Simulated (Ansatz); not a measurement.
# GaSb, space group F-43m: cell relaxations under several functionals

With Ansatz's Python interface.

At the Python prompt:
```pycon
>>> import ansatz as az
>>> import numpy as np
>>> from pymatgen.core import Lattice, Structure
>>> from pymatgen.io.ase import AseAtomsAdaptor
>>> def edges_and_angles(cell):
...     cell = np.asarray(cell)
...     a, b, c = np.linalg.norm(cell, axis=1)
...     cosines = cell[1] @ cell[2] / (b * c), cell[0] @ cell[2] / (a * c), cell[0] @ cell[1] / (a * b)
...     return (a, b, c, *np.degrees(np.arccos(cosines)))
...
>>> pmg_structure = Structure(
...     Lattice([(0.0, 3.059, 3.059), (3.059, 0.0, 3.059), (3.059, 3.059, 0.0)]),
...     ["Ga", "Sb"],
...     [
...         (0.0, 0.0, 0.0),
...         (0.25, 0.25, 0.25),
...     ],
... )
>>> structure = az.Crystal.from_ase(AseAtomsAdaptor.get_atoms(pmg_structure))
>>> base = (
...     structure.calculation()
...     .kpoints(6, 6, 6)
...     .occupations("Fermi-Dirac", width=0.01)
...     .relax(cell=True, max_steps=100)
... )
>>> levels = [("pbe", "none"), ("pbe", "d3bj"), ("r2scan", "d4")]
>>> print("level            a       b       c    alpha   beta  gamma  V/atom  steps")
level            a       b       c    alpha   beta  gamma  V/atom  steps
>>> for name, dispersion in levels:
...     seen = []
...     run = base.functional(name, dispersion=dispersion).session().plan()
...     res = run.execute(on_event=lambda e: seen.append(e) if e["event"] == "relax_step" else None)
...     cell = res.lattice.cell_ang
...     label = name if dispersion == "none" else f"{name}+{dispersion}"
...     print("{:13s} {:7.4f} {:7.4f} {:7.4f} {:6.2f} {:6.2f} {:6.2f}".format(label, *edges_and_angles(cell)), f"{abs(np.linalg.det(cell)) / len(res.lattice.sites):7.3f} {len(seen):5d}")
...
DeckWarning: basis.ecutwfc = 420 eV, auto-derived from the records' recommended cutoffs: set by Ga (normal level)
pbe            4.3978  4.3978  4.3978  60.00  60.00  60.00  30.071     4
pbe+d3bj       4.3363  4.3363  4.3363  60.00  60.00  60.00  28.828     3
DeckWarning: basis.ecutwfc = 500 eV, auto-derived from the records' recommended cutoffs: set by Ga (their level for a meta-GGA)
r2scan+d4      4.3167  4.3167  4.3167  60.00  60.00  60.00  28.438     4
```

From smallest to largest: r2SCAN+D4 (28.44 Å³ an atom, -0.7 % against the start), PBE+D3BJ (28.83 Å³ an atom, +0.7 % against the start) and PBE (30.07 Å³ an atom, +5.1 % against the start). The spread is 5.7 % in volume.

Caveats:
- Forces vanish by symmetry, so the ions can't move, and the end may be a saddle.
- Edges and angles are those of the cell as typed, here a primitive one, not of the conventional cell.
- Of the deposited cell: the entry's cell lengths or inner coordinates differ somewhat from later room-temperature determinations.
- The structure is a deposited one; some such entries were measured under pressure or heat, so a shift against it needn't be the functional's error alone.
- Warnings are shown shortened and without file and line.
- Wall time of the script: 26 s on 1 thread of Arm Neoverse V2, with other jobs on the host, peak memory 0.63 GiB.
